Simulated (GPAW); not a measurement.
NaFeO3:

```
Fe Na O
1.0
     3.83048    0.00000    0.00000
     0.00000    3.83048    0.00000
     0.00000    0.00000    3.83048
Fe Na O
1 1 3
Direct
  0.50000 0.50000 0.50000
  0.00000 0.00000 0.00000
  0.00000 0.50000 0.50000
  0.50000 0.00000 0.50000
  0.50000 0.50000 0.00000
```

The cell comes from a database or a generator and needn't be the stable form of this composition.

Base run:

| Item | Value |
| --- | --- |
| Program | GPAW 26.7.0 |
| Functional | PBEsol |
| Potentials or basis | PAW data sets generated in the run's folder for this functional |
| Cutoff | 800 eV |
| Basis | pw |
| k mesh | 7 × 7 × 7 |
| Occupations | fermi-dirac, width 0.05 eV |
| Spin | collinear spin, ferromagnetic start |
| Starting moments | [3.0, 0.0, 0.0, 0.0, 0.0] μB |

Its results: pressure -12.7 GPa; net moment 4.03 μB per cell; site moments Fe +2.63; Na +0.00; O +0.28 μB.

Task: The run is repeated on the same cell with these changes: k mesh from 7 × 7 × 7 to 6 × 6 × 6. What comes out?

Result: Pressure -13.2 GPa; net moment 3.93 μB per cell; site moments Fe +2.59; Na +0.00; O +0.27 μB.

Caveats: a cell with one magnetic atom can't hold antiferromagnetic order, which such compounds often take.
